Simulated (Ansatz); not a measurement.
# C3H8Te: basis-set convergence

How large a basis does C3H8Te need? Two functionals are run in growing sets.

Computed with Ansatz 0.2.0, Gaussian basis. Level: one geometry, several basis sets.

Plan: PBE0-D4/def2-SVP; ωB97M-V/def2-SVP; PBE0-D4/def2-QZVPP; ωB97M-V/def2-QZVPP; the functionals' def2-TZVPP values are taken from earlier runs.

### 1 The relaxed structure

All runs share one geometry, relaxed beforehand with PBE0-D4 in a triple-zeta def2 set. Te takes the def2 core potential; no spin-orbit term is included.

12 atoms, charge 0, spin multiplicity 1.

Atoms are counted from 1 here; the program's logs count them from 0.

Bond lengths: C1–C2 1.516 Å, C1–H5 1.092 Å, C1–H6 1.094 Å, C1–H7 1.095 Å, C2–C3 1.513 Å, C2–Te4 2.171 Å, C2–H8 1.091 Å, C3–H9 1.093 Å, C3–H10 1.091 Å, C3–H11 1.097 Å, Te4–H12 1.659 Å. Angles: C2–C1–H5 112.2°, C2–C1–H6 111.3°, C2–C1–H7 109.8°, H5–C1–H6 108.2°, H5–C1–H7 107.8°, H6–C1–H7 107.5°, C1–C2–C3 112.6°, C1–C2–Te4 107.5°, C1–C2–H8 109.7°, C3–C2–Te4 111.6°, C3–C2–H8 110.4°, Te4–C2–H8 104.6°, C2–C3–H9 111.1°, C2–C3–H10 112.0°, C2–C3–H11 109.8°, H9–C3–H10 107.9°, H9–C3–H11 108.0°, H10–C3–H11 107.8° and more.

As a file:

| atom | x (Å) | y (Å) | z (Å) |
| --- | --- | --- | --- |
| C1 | -0.01777 | 0.78404 | -1.23574 |
| C2 | 0.06214 | -0.33664 | -0.21721 |
| C3 | 0.59668 | 0.13023 | 1.11948 |
| Te4 | -1.92463 | -1.19240 | -0.03069 |
| H5 | -0.37694 | 0.43408 | -2.20596 |
| H6 | -0.68038 | 1.58414 | -0.89374 |
| H7 | 0.97514 | 1.22067 | -1.38450 |
| H8 | 0.67640 | -1.14848 | -0.60986 |
| H9 | -0.03975 | 0.90870 | 1.54694 |
| H10 | 0.66131 | -0.68518 | 1.84184 |
| H11 | 1.60313 | 0.54674 | 0.99185 |
| H12 | -1.45833 | -2.30089 | 1.11158 |

### 2 PBE0-D4 in def2-SVP

Contents of in.yaml:

```yaml
crystal:
  periodic: [false, false, false]
  atoms:
    - {symbol: C, position_ang: [-0.017773, 0.784036, -1.235738]}
    - {symbol: C, position_ang: [0.062144, -0.336643, -0.217212]}
    - {symbol: C, position_ang: [0.596681, 0.130225, 1.119478]}
    - {symbol: Te, position_ang: [-1.924626, -1.192401, -0.030685]}
    - {symbol: H, position_ang: [-0.376942, 0.434085, -2.205958]}
    - {symbol: H, position_ang: [-0.680377, 1.584139, -0.893740]}
    - {symbol: H, position_ang: [0.975136, 1.220673, -1.384495]}
    - {symbol: H, position_ang: [0.676399, -1.148480, -0.609861]}
    - {symbol: H, position_ang: [-0.039755, 0.908696, 1.546936]}
    - {symbol: H, position_ang: [0.661313, -0.685177, 1.841841]}
    - {symbol: H, position_ang: [1.603128, 0.546736, 0.991854]}
    - {symbol: H, position_ang: [-1.458328, -2.300890, 1.111578]}
basis:
  gaussian: {orbitals: def2-SVP}
hamiltonian: {xc: pbe0, dispersion: d4}
output: {orbitals: {seedname: orbitals}}
```

On the command line:

```sh
ansatz run in.yaml --threads 4 --pin off --events-out ev --progress --plain --max-ram 10444MiB
```

The runs that follow: ωB97M-V in def2-SVP; PBE0-D4 in def2-QZVPP; ωB97M-V in def2-QZVPP.

Q: Predict the results of all the runs planned. Wanted: PBE0-D4: double and triple zeta above quadruple; ωB97M-V: double and triple zeta above quadruple.

As calculated:

```
                                       quantity          value
PBE0-D4: double and triple zeta above quadruple  4.09, 0.24 eV
ωB97M-V: double and triple zeta above quadruple  4.38, 0.25 eV
```

For PBE0-D4 the step from double to triple zeta gains 3.85 eV and the next only 0.24 eV. Total energies overstate the basis error of differences, where much of it tends to cancel.
